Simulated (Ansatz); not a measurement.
**BrClHOSi radical: how energies converge with the basis set**

One table from this session's results is given with a row withheld; the runs are named, their logs left out.

Computed with Ansatz 0.2.0, Gaussian basis. Level: one geometry, several basis sets.

Levels to be run: PBE0-D4/def2-SVP; ωB97M-V/def2-SVP; PBE0-D4/def2-QZVPP; ωB97M-V/def2-QZVPP; the functionals' def2-TZVPP values are taken from earlier runs.

## Structure used throughout

The geometry comes from an earlier relaxation with PBE0-D4 in a triple-zeta def2 set; it is a stationary point.

SMILES `O[Si](Cl)Br`, 5 atoms, charge 0, spin multiplicity 2.

Atoms are counted from 1 here; the program's logs count them from 0.

Bond lengths: O1–Si2 1.633 Å, O1–H5 0.961 Å, Si2–Cl3 2.062 Å, Si2–Br4 2.215 Å. Angles: Si2–O1–H5 117.4°, O1–Si2–Cl3 109.4°, O1–Si2–Br4 107.1°, Cl3–Si2–Br4 110.9°.

Set-up of the first run:

in.yaml reads:

```yaml
crystal:
  periodic: [false, false, false]
  atoms:
    - {symbol: O, position_ang: [0.582423, 0.855249, -0.667747]}
    - {symbol: Si, position_ang: [-0.211805, 0.137666, 0.565979]}
    - {symbol: Cl, position_ang: [-1.682516, -1.093308, -0.190381]}
    - {symbol: Br, position_ang: [1.283486, -1.027430, 1.711810]}
    - {symbol: H, position_ang: [0.078313, 1.054223, -1.461060]}
basis:
  gaussian: {orbitals: def2-SVP}
magnetization: {spin_polarized: true, initial_magnetization: 1}
hamiltonian: {xc: pbe0, dispersion: d4}
output: {orbitals: {seedname: orbitals}}
```

Steps of the session up to this table: PBE0-D4 in def2-SVP; ωB97M-V in def2-SVP; PBE0-D4 in def2-QZVPP; ωB97M-V in def2-QZVPP.

One of the session's tables, all rows but one given; the rest of the session is left out.

It belongs to the step «Density functionals: the series». 

| functional | basis | HOMO (eV) | LUMO (eV) |
| --- | --- | --- | --- |
| PBE0-D4 | def2-SVP | -6.52 | -2.93 |
| PBE0-D4 | def2-TZVPP | ? | ? |
| PBE0-D4 | def2-QZVPP | -6.69 | -3.06 |
| ωB97M-V | def2-SVP | -8.24 | -1.27 |
| ωB97M-V | def2-TZVPP | -8.39 | -1.41 |
| ωB97M-V | def2-QZVPP | -8.44 | -1.50 |

**Question.** Estimate the row for PBE0-D4, def2-TZVPP.

As computed: HOMO (eV): -6.65; LUMO (eV): -3.00. In the column «HOMO (eV)» it lies between PBE0-D4, def2-QZVPP (-6.69) and PBE0-D4, def2-SVP (-6.52).
